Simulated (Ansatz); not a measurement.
**C2H6B2: how energies converge with the basis set**

The task here is to estimate one member of a computed series from the others.

Computed with Ansatz 0.2.0, Gaussian basis. Level: one geometry, several basis sets.

Levels to be run: PBE0-D4/def2-SVP; ωB97M-V/def2-SVP; PBE0-D4/def2-QZVPP; ωB97M-V/def2-QZVPP; the functionals' def2-TZVPP values are taken from earlier runs.

**The relaxed structure**

An earlier PBE0-D4 in a triple-zeta def2 set relaxation fixed the geometry.

SMILES `BBC=C`, 10 atoms, charge 0, spin multiplicity 1.

Atoms are counted from 1 here; the program's logs count them from 0.

Bond lengths: B1–B2 1.642 Å, B1–H5 1.201 Å, B1–H6 1.201 Å, B2–C3 1.544 Å, B2–H7 1.209 Å, C3–C4 1.338 Å, C3–H8 1.089 Å, C4–H9 1.086 Å, C4–H10 1.087 Å. Angles: B2–B1–H5 122.3°, B2–B1–H6 122.3°, H5–B1–H6 115.4°, B1–B2–C3 129.1°, B1–B2–H7 115.5°, C3–B2–H7 115.5°, B2–C3–C4 121.1°, B2–C3–H8 121.6°, C4–C3–H8 117.3°, C3–C4–H9 120.7°, C3–C4–H10 122.7°, H9–C4–H10 116.5°.

Set-up of the first run:

File in.yaml:

```yaml
crystal:
  periodic: [false, false, false]
  atoms:
    - {symbol: B, position_ang: [-1.683277, 0.645536, -1.055312]}
    - {symbol: B, position_ang: [-0.163458, 0.357484, -0.505694]}
    - {symbol: C, position_ang: [0.290459, -0.498528, 0.696401]}
    - {symbol: C, position_ang: [1.586587, -0.626148, 1.002933]}
    - {symbol: H, position_ang: [-2.201186, -0.038172, -1.896581]}
    - {symbol: H, position_ang: [-2.329596, 1.589987, -0.689748]}
    - {symbol: H, position_ang: [0.724798, 0.890055, -1.130164]}
    - {symbol: H, position_ang: [-0.426054, -1.021683, 1.327576]}
    - {symbol: H, position_ang: [2.348610, -0.127913, 0.410757]}
    - {symbol: H, position_ang: [1.936121, -1.221818, 1.842732]}
basis:
  gaussian: {orbitals: def2-SVP}
hamiltonian: {xc: pbe0, dispersion: d4}
output: {orbitals: {seedname: orbitals}}
```

Launch:

```bash
> ansatz run in.yaml --threads 2 --pin off --events-out ev --progress --plain --max-ram 4352MiB
```

Steps of the session up to this table: PBE0-D4 in def2-SVP; ωB97M-V in def2-SVP; PBE0-D4 in def2-QZVPP; ωB97M-V in def2-QZVPP.

One of the session's tables, all rows but one given; the rest of the session is left out.

```
functional       basis  HOMO (eV)  LUMO (eV)
   PBE0-D4    def2-SVP          ?          ?
   PBE0-D4  def2-TZVPP      -8.13      -1.91
   PBE0-D4  def2-QZVPP      -8.14      -1.93
   ωB97M-V    def2-SVP     -10.36       0.27
   ωB97M-V  def2-TZVPP     -10.44       0.13
   ωB97M-V  def2-QZVPP     -10.44       0.09
```

Q: Estimate the row for PBE0-D4, def2-SVP from the others.

As computed: HOMO (eV): -8.08; LUMO (eV): -1.83. In the column «HOMO (eV)» it is the highest.
